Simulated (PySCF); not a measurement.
**[Yb(NH3)2]3+: forces at shaken geometries**

How stiff is [Yb(NH3)2]3+? Its atoms are displaced at random by several amounts. The species was built from a template and needn't be a known compound.

Method: r2SCAN, Yb lcecp-1-SVP with ECP59, N def2-SVP, H def2-SVP; scalar-relativistic core potentials, no spin–orbit coupling; program: PySCF 2.14.0.

2 further runs of the same task are left out: 1 for a known fault of the program, 1 set aside as unsound or not needed.

## Step 1: The system as given

9 atoms, charge 3, spin multiplicity 1.

Bond lengths: Yb1–N2 2.306 Å, Yb1–N6 2.306 Å, N2–H3 1.045 Å, N2–H4 1.045 Å, N2–H5 1.043 Å, N6–H7 1.044 Å, N6–H8 1.044 Å, N6–H9 1.044 Å. Angles: N2–Yb1–N6 109.0°, Yb1–N2–H3 115.7°, Yb1–N2–H4 115.5°, Yb1–N2–H5 117.1°, H3–N2–H4 101.9°, H3–N2–H5 102.2°, H4–N2–H5 102.2°, Yb1–N6–H7 116.6°, Yb1–N6–H8 116.5°, Yb1–N6–H9 115.2°, H7–N6–H8 102.2°, H7–N6–H9 102.1°, H8–N6–H9 102.0°.

As a file:

```xyz
9

Yb   -0.06086    1.15938   -0.00014
N     0.00849   -0.17811    1.87745
H     0.84194   -0.04967    2.49428
H    -0.78012   -0.04903    2.55026
H     0.00295   -1.21009    1.72678
N     0.01030   -0.17670   -1.87819
H     0.83573   -0.80873   -1.97035
H    -0.78859   -0.83535   -2.01168
H     0.02468    0.33542   -2.78841
```

Formal oxidation states: Yb +3. Each metal's 13 4f electrons lie in its core potential, so multiplicities, spins and levels count the valence alone. An earlier session relaxed this geometry at r2SCAN, Yb lcecp-1-SVP with ECP59, N def2-SVP, H def2-SVP (singlet, point group C1).

Its energy there is -151.217005 Eh.

## Step 2: Atoms moved at random, σ = 0.03 Å

run.py (the lines that set the calculation)

```python
mol = gto.M(atom='''
Yb    -0.03125     1.15575    -0.03853
N     -0.01893    -0.16491     1.88580
H      0.82757    -0.05055     2.50177
H     -0.75781    -0.05643     2.54808
H      0.01705    -1.17531     1.69242
N      0.00917    -0.19703    -1.81591
H      0.83434    -0.81967    -1.96476
H     -0.78015    -0.84688    -2.03385
H     -0.00547     0.34215    -2.77502''',
    basis={'Yb': 'lcecp-1-SVP', 'N': 'def2-SVP', 'H': 'def2-SVP'},
    ecp={'Yb': 'lcecp-1-SVP'},
    charge=3, spin=0)
mf = dft.RKS(mol, xc='R2SCAN')
mf.grids.atom_grid = (50, 194)  # f atoms: unpruned, at least (60, 302)
mf = mf.density_fit()  # fitting sets: Yb AutoAux, N def2-universal-JKFIT, H def2-universal-JKFIT
mf.conv_tol = 1e-08; mf.max_cycle = 55
mf.kernel(dm0)  # dm0: the density of the relaxed state
```

Run with:

```console
$ OMP_NUM_THREADS=2 python run.py
```

Standard output:

```text
init E= -151.210963759593
  HOMO = -0.921046599362914  LUMO = -0.685366767961861  gap/eV = 6.41317
cycle= 1 E= -151.210696815872  delta_E= 0.000267  |g|= 0.0435  |ddm|= 0.151
  HOMO = -0.930780550635322  LUMO = -0.683205119120514  gap/eV = 6.73687
cycle= 2 E= -151.210071045935  delta_E= 0.000626  |g|= 0.0701  |ddm|= 0.0921
  HOMO = -0.925255730678561  LUMO = -0.683585462799446  gap/eV = 6.57618
cycle= 3 E= -151.211182083212  delta_E= -0.00111  |g|= 0.00457  |ddm|= 0.0535
  HOMO = -0.925211937278748  LUMO = -0.683788327640952  gap/eV = 6.56947
cycle= 4 E= -151.211187293225  delta_E= -5.21e-06  |g|= 0.000583  |ddm|= 0.00457
  HOMO = -0.925184359080276  LUMO = -0.683781440261148  gap/eV = 6.56891
cycle= 5 E= -151.211187364481  delta_E= -7.13e-08  |g|= 0.000281  |ddm|= 0.000771
  HOMO = -0.925148111917965  LUMO = -0.683786046806217  gap/eV = 6.56780
cycle= 6 E= -151.211187380722  delta_E= -1.62e-08  |g|= 9.25e-05  |ddm|= 0.000287
  HOMO = -0.925164000645639  LUMO = -0.68378467073848  gap/eV = 6.56827
cycle= 7 E= -151.211187382747  delta_E= -2.03e-09  |g|= 1.26e-05  |ddm|= 8.88e-05
  HOMO = -0.925163590727134  LUMO = -0.68378545601071  gap/eV = 6.56823
Extra cycle  E= -151.211187382754  delta_E= -6.93e-12  |g|= 1.16e-05  |ddm|= 2.06e-05
converged SCF energy = -151.211187382754
```

It took 6.3 s on 2 threads of Intel Xeon 6975P-C (Granite Rapids), shared host.

Result: E = -151.211187 Eh (+0.158 eV from the relaxed state), HOMO -25.17 eV, LUMO -18.61 eV, Mulliken charge on Yb1 +2.06 e, largest force component 2.457 eV/Å. 

```csv
atom,Fx,Fy,Fz (eV/Å)
Yb1,-0.091,0.252,0.745
N2,2.070,0.332,-1.186
H3,-0.219,0.070,-0.207
H4,-1.604,0.160,1.185
H5,-0.193,-0.508,0.013
N6,-0.143,0.534,-2.457
H7,0.069,-0.037,0.100
H8,-0.100,-0.150,0.381
H9,0.211,-0.651,1.426
```

## Step 3: Atoms moved at random, σ = 0.1 Å

run.py (the lines that set the calculation)

```python
mol = gto.M(atom='''
Yb    -0.07228     1.07256     0.14291
N     -0.07786    -0.05635     1.97120
H      0.92272    -0.08000     2.41482
H     -0.83996    -0.01680     2.42688
H     -0.03107    -1.28819     1.66995
N      0.18959    -0.14153    -1.90345
H      0.79764    -0.75249    -2.03228
H     -0.78664    -0.94311    -1.91064
H     -0.00762     0.39304    -2.77939''',
    basis={'Yb': 'lcecp-1-SVP', 'N': 'def2-SVP', 'H': 'def2-SVP'},
    ecp={'Yb': 'lcecp-1-SVP'},
    charge=3, spin=0)
mf = dft.RKS(mol, xc='R2SCAN')
mf.grids.atom_grid = (50, 194)  # f atoms: unpruned, at least (60, 302)
mf = mf.density_fit()  # fitting sets: Yb AutoAux, N def2-universal-JKFIT, H def2-universal-JKFIT
mf.conv_tol = 1e-08; mf.max_cycle = 55
mf.kernel(dm0)  # dm0: the density of the relaxed state
```

Run with:

```console
$ OMP_NUM_THREADS=2 python run.py
```

Standard output:

```text
init E= -150.888279382894
  HOMO = -0.979778439165436  LUMO = -0.732937566860857  gap/eV = 6.71688
cycle= 1 E= -151.082921612753  delta_E= -0.195  |g|= 0.198  |ddm|= 0.556
  HOMO = -0.875389679234651  LUMO = -0.68719566159902  gap/eV = 5.12102
cycle= 2 E= -151.072613120542  delta_E= 0.0103  |g|= 0.291  |ddm|= 0.388
  HOMO = -0.907566744411403  LUMO = -0.683010187310053  gap/eV = 6.11050
cycle= 3 E= -151.091682746109  delta_E= -0.0191  |g|= 0.0448  |ddm|= 0.262
  HOMO = -0.905415670428258  LUMO = -0.684797306352061  gap/eV = 6.00333
cycle= 4 E= -151.092190121682  delta_E= -0.000507  |g|= 0.00499  |ddm|= 0.0406
  HOMO = -0.906432238087961  LUMO = -0.685567075713343  gap/eV = 6.01005
cycle= 5 E= -151.09219394263  delta_E= -3.82e-06  |g|= 0.00329  |ddm|= 0.00696
  HOMO = -0.906195710226395  LUMO = -0.68559173256185  gap/eV = 6.00294
cycle= 6 E= -151.092196232104  delta_E= -2.29e-06  |g|= 0.000955  |ddm|= 0.00308
  HOMO = -0.906298201795515  LUMO = -0.685503774445936  gap/eV = 6.00812
cycle= 7 E= -151.092196472303  delta_E= -2.4e-07  |g|= 9.33e-05  |ddm|= 0.00109
  HOMO = -0.906303197250773  LUMO = -0.685519697787703  gap/eV = 6.00783
cycle= 8 E= -151.092196474714  delta_E= -2.41e-09  |g|= 1.75e-05  |ddm|= 0.000117
  HOMO = -0.906300011914441  LUMO = -0.68551598974778  gap/eV = 6.00784
Extra cycle  E= -151.092196474759  delta_E= -4.56e-11  |g|= 1.15e-05  |ddm|= 3.23e-05
converged SCF energy = -151.092196474759
```

Wall time 7.1 s (2 threads of Intel Xeon 6975P-C (Granite Rapids), shared host).

Read off: E = -151.092196 Eh (+3.396 eV from the relaxed state), HOMO -24.66 eV, LUMO -18.65 eV, Mulliken charge on Yb1 +1.99 e, largest force component 12.475 eV/Å. 

```csv
atom,Fx,Fy,Fz (eV/Å)
Yb1,0.190,1.158,-2.175
N2,10.438,-5.966,-6.773
H3,-2.203,0.422,0.737
H4,-7.642,0.462,6.493
H5,-0.476,3.784,1.134
N6,-12.475,5.285,2.878
H7,8.620,-7.590,-2.046
H8,3.100,2.731,-0.271
H9,0.448,-0.286,0.022
```

## Step 4: Atoms moved at random, σ = 0.1 Å

run.py (the lines that set the calculation)

```python
mol = gto.M(atom='''
Yb    -0.10782     1.21366    -0.00190
N      0.10026    -0.05049     1.92932
H      0.74585    -0.10386     2.50099
H     -0.70826    -0.10023     2.57091
H     -0.21459    -1.35059     1.55945
N      0.16297    -0.18974    -1.82691
H      0.74113    -0.77968    -1.95142
H     -0.64327    -0.86834    -2.04924
H      0.01824     0.41638    -2.73120''',
    basis={'Yb': 'lcecp-1-SVP', 'N': 'def2-SVP', 'H': 'def2-SVP'},
    ecp={'Yb': 'lcecp-1-SVP'},
    charge=3, spin=0)
mf = dft.RKS(mol, xc='R2SCAN')
mf.grids.atom_grid = (50, 194)  # f atoms: unpruned, at least (60, 302)
mf = mf.density_fit()  # fitting sets: Yb AutoAux, N def2-universal-JKFIT, H def2-universal-JKFIT
mf.conv_tol = 1e-08; mf.max_cycle = 55
mf.kernel(dm0)  # dm0: the density of the relaxed state
```

Run with:

```console
$ OMP_NUM_THREADS=2 python run.py
```

Standard output:

```text
init E= -150.94251873609
  HOMO = -0.962444504848174  LUMO = -0.715398250140924  gap/eV = 6.72247
cycle= 1 E= -151.060241600818  delta_E= -0.118  |g|= 0.212  |ddm|= 0.572
  HOMO = -0.872088642985579  LUMO = -0.689696682490168  gap/eV = 4.96314
cycle= 2 E= -151.042614710729  delta_E= 0.0176  |g|= 0.348  |ddm|= 0.467
  HOMO = -0.919438874180305  LUMO = -0.685177877878785  gap/eV = 6.37457
cycle= 3 E= -151.07101838572  delta_E= -0.0284  |g|= 0.0508  |ddm|= 0.305
  HOMO = -0.918246092791794  LUMO = -0.685828603415792  gap/eV = 6.32440
cycle= 4 E= -151.071707598004  delta_E= -0.000689  |g|= 0.00471  |ddm|= 0.0447
  HOMO = -0.9187796003195  LUMO = -0.686731279617045  gap/eV = 6.31436
cycle= 5 E= -151.071712524233  delta_E= -4.93e-06  |g|= 0.00259  |ddm|= 0.00772
  HOMO = -0.91883052247994  LUMO = -0.686560656398816  gap/eV = 6.32038
cycle= 6 E= -151.071714125757  delta_E= -1.6e-06  |g|= 0.000999  |ddm|= 0.00308
  HOMO = -0.918871400970794  LUMO = -0.68650412612335  gap/eV = 6.32304
cycle= 7 E= -151.071714342356  delta_E= -2.17e-07  |g|= 9.84e-05  |ddm|= 0.000819
  HOMO = -0.918878434625954  LUMO = -0.686519178638214  gap/eV = 6.32282
cycle= 8 E= -151.071714344663  delta_E= -2.31e-09  |g|= 2.37e-05  |ddm|= 0.000106
  HOMO = -0.918879693423166  LUMO = -0.686515743691827  gap/eV = 6.32295
Extra cycle  E= -151.071714344711  delta_E= -4.78e-11  |g|= 1.9e-05  |ddm|= 4.06e-05
converged SCF energy = -151.071714344711
```

Wall time 6.5 s (2 threads of Intel Xeon 6975P-C (Granite Rapids), shared host).

Result: E = -151.071714 Eh (+3.954 eV from the relaxed state), HOMO -25.00 eV, LUMO -18.68 eV, Mulliken charge on Yb1 +2.09 e, largest force component 13.723 eV/Å. 

```csv
atom,Fx,Fy,Fz (eV/Å)
Yb1,0.432,-0.271,0.561
N2,-11.567,-3.702,-9.958
H3,10.053,-1.072,7.778
H4,-0.562,0.757,0.341
H5,1.835,4.072,1.365
N6,-13.723,10.999,0.562
H7,12.374,-10.412,-2.492
H8,0.082,0.813,0.645
H9,1.076,-1.185,1.199
```

## Step 5: Results

| σ (Å) | energy rise (eV) | harmonic estimate −½ F·u (eV) | largest force component (eV/Å) |
| --- | --- | --- | --- |
| 0.03 | 0.158 | 0.158 | 2.46 |
| 0.1 | 3.396 | 3.348 | 12.47 |
| 0.1 | 3.954 | 4.009 | 13.72 |

Every displacement raises the energy. For a harmonic well the rise equals −½ F·u; the two differ by at most 1 % here (a move with σ = 0.1 Å), from anharmonicity, the grid and the small forces left at the relaxed point. The bases are small and lack diffuse functions. Spin–orbit coupling is left out.
